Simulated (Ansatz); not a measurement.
# CuH (singlet): density functionals in def2-TZVPP

One table from this session's results is given with a row withheld; the runs are named, their logs left out.

Computed with Ansatz 0.2.0, Gaussian basis. Level: def2-TZVPP, all electrons in the functionals, frozen cores in the correlation of double hybrids and RPA.

Plan: PBE, r2SCAN, B97M-V, PBE0, B3LYP, r2SCAN0, wB97M-V, B2PLYP, RPA-PBE.

3 further runs of the same task are left out: 1 that didn't finish, 2 set aside as unsound or not needed.

### What is computed

The geometry is a PBE0/def2-TZVP stationary point (not a proven minimum).

2 atoms, charge 0, spin multiplicity 1.

Atoms are counted from 1 here; the program's logs count them from 0.

Bond lengths: Cu1–H2 1.485 Å.

No dispersion term is added; B97M-V, wB97M-V hold VV10 nonlocal correlation. B3LYP takes the VWN-RPA correlation.

Set-up of the first run:

in.yaml reads:

```yaml
crystal:
  periodic: [false, false, false]
  atoms:
    - {symbol: Cu, position_ang: [0.000000, 0.000000, 0.000000]}
    - {symbol: H, position_ang: [0.000000, 0.000000, 1.485034]}
basis:
  gaussian: {orbitals: def2-TZVPP}
hamiltonian: {xc: {name: PBE}}
output: {orbitals: {seedname: orbitals}}
```

Command:

```sh
$ ansatz run in.yaml --threads 1 --pin off --events-out ev --progress --plain --max-ram 2393MiB
```

Steps of the session up to this table: PBE (restricted); r2SCAN (restricted); B97M-V (restricted); PBE0 (restricted); B3LYP (restricted); r2SCAN0 (restricted); wB97M-V (restricted); B2PLYP (restricted); RPA-PBE.

One table of the session follows, with a row left open; its other results are not shown here.

```
   method  atomisation energy (kcal/mol)
      PBE                           64.0
   r2SCAN                           64.6
   B97M-V                           65.3
     PBE0                           59.2
    B3LYP                           62.3
  r2SCAN0                           60.1
  wB97M-V                              ?
   B2PLYP                           61.9
  RPA-PBE                           61.2
RCCSDT(Q)                           62.1
```

Estimate the missing values for wB97M-V.

**Answer.** atomisation energy (kcal/mol): 64.8. In the column «atomisation energy (kcal/mol)» it lies between r2SCAN (64.6) and B97M-V (65.3).
